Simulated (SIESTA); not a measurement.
## SiF under changes of volume

One of the cells (14.168 Å³/atom); the others are scaled copies at fixed shape and fractional positions:

```
CELL_PARAMETERS angstrom
3.04866 0.00000 0.00000
0.00000 3.04866 0.00000
0.00000 0.00000 3.04866
ATOMIC_POSITIONS crystal
Si 0.50000 0.50000 0.50000
F 0.00000 0.00000 0.00000
```

The cell was built by a generator and needn't be a form met in nature.

* Program: SIESTA 5.4.2
* Functional: PBE
* Potentials or basis: PseudoDojo 0.4 standard (PBE files)
* Basis: DZP (energy shift 0.003 Ry)
* Grid cutoff: 800 Ry
* Energy shift: 0.003 Ry
* k mesh: 9 × 9 × 9
* Occupations: fermi-dirac, width 0.05 eV
* Spin: no spin polarisation

```csv
volume (Å³/atom),energy over the lowest point (meV/atom),pressure (GPa)
13.056,12.59,5.7
13.334,4.67,3.5
13.612,0.31,1.7
14.168,0.00,-1.4
14.445,?,?
14.723,9.91,-4.0
```

**Question.** What does the run at 14.445 Å³/atom give?

**Answer.** Energy over the lowest point 3.87 meV/atom; pressure -2.8 GPa.

Worked out: A Birch-Murnaghan fit of order 3 (a polynomial in V^(-2/3)) to the other rows has its minimum at 13.90 Å³/atom with B0 = V·E''(V) = 79 GPa and B' = 3.5. It gives 3.81 meV/atom at 14.445 Å³/atom, against the run's 3.87, and -dE/dV = -2.9 GPa, against -2.8.

Energies are extrapolated to zero smearing.

Caveats: the basis of atomic orbitals isn't converged, which shifts pressures, moduli and gaps; an odd number of electrons without spin polarisation forces a metal; a magnetic or distorted state may lie lower.
